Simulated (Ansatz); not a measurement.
Working through a charge-density difference against the sublattices of LuP, space group Fm-3m

Computed with Ansatz's Python interface.

The cells in order, each with its output:

```python
import ansatz
import numpy as np
```

```python
VECTORS = np.array([
    [0.0, 2.76185748, 2.76185748],
    [2.76185748, 0.0, 2.76185748],
    [2.76185748, 2.76185748, 0.0],
])
SITES = [
    ("Lu", (0.0, 0.0, 0.0)),
    ("P", (0.5, 0.5, 0.5)),
]
```

```python
def on_lattice(cell):
    crystal = ansatz.Crystal(lattice=ansatz.Lattice.of(cell))
    for symbol, position in SITES:
        crystal = crystal.atom(symbol, position)
    return crystal
```

```python
def solve(crystal):
    return (
        crystal.calculation()
        .occupations("fermi_dirac", width=0.1)
        .functional(ansatz.Functional.PBESOL)
        .basis(460, grid_basis="typed")
        .kpoints(9, 9, 9)
        .density()
        .run(threads=1)
    )
```

```python
whole = solve(on_lattice(VECTORS))
difference = whole.density().channels[0].density_e_per_ang3.copy()
binding = whole.report["free_energy_ev"]
for element in ["Lu", "P"]:
    part = ansatz.Crystal(lattice=ansatz.Lattice.of(VECTORS))
    for symbol, position in SITES:
        if symbol == element:
            part = part.atom(symbol, position)
    alone = solve(part)
    difference -= alone.density().channels[0].density_e_per_ang3
    binding -= alone.report["free_energy_ev"]
    print(f"{element} sublattice: {alone.report['n_electrons']:g} electrons, {alone.report['n_iterations']} iterations")

voxel = abs(np.linalg.det(VECTORS)) / difference.size
print(f"energy of the crystal less its unpolarised sublattices: {binding / len(SITES):.4f} eV/atom")
print(f"net charge of the difference {difference.sum() * voxel:.5f} e, charge rearranged {0.5 * np.abs(difference).sum() * voxel:.3f} e")
print(f"extremes {difference.min():.4f} and {difference.max():.4f} e/A^3")
for (symbol, position) in SITES:
    index = tuple(int(round(p * n)) % n for p, n in zip(position, difference.shape))
    print(f"  change of the pseudo-density at the grid point nearest {symbol}: {difference[index]:+.4f} e/A^3")
profile = difference.mean(axis=(0, 1))
print("planar mean along the third vector:", np.round(profile[:: max(len(profile) // 12, 1)], 4))
```

    Lu sublattice: 25 electrons, 8 iterations
    P sublattice: 5 electrons, 6 iterations
    energy of the crystal less its unpolarised sublattices: -3.6177 eV/atom
    net charge of the difference 0.00000 e, charge rearranged 0.544 e
    extremes -0.1225 and 0.0776 e/A^3
      change of the pseudo-density at the grid point nearest Lu: -0.1225 e/A^3
      change of the pseudo-density at the grid point nearest P: -0.0562 e/A^3
    planar mean along the third vector: [-0.02   -0.014  -0.0026  0.0059  0.0091  0.0074  0.0036  0.0006  0.0006
      0.0036  0.0074  0.0091  0.0059 -0.0026 -0.014 ]

Notes:
- The mesh is modest for a metal, so energies can be off by several to tens of meV an atom and pressures by half a GPa or more; differences at equal mesh fare better.
- Grid values close to the nuclei reflect the PAW or pseudopotential construction, not the all-electron fields.
- This cell is a computed structure, which may not be the phase found in nature.
- Charge moved counts every rearrangement, bonding and polarisation too, and is no transfer between atoms; the bare sublattices are artificial references. Values near the nuclei depend on the potentials.
- Timing: 5.5 s on 1 thread of Arm Neoverse V1 (shared host), peak memory 0.38 GiB.
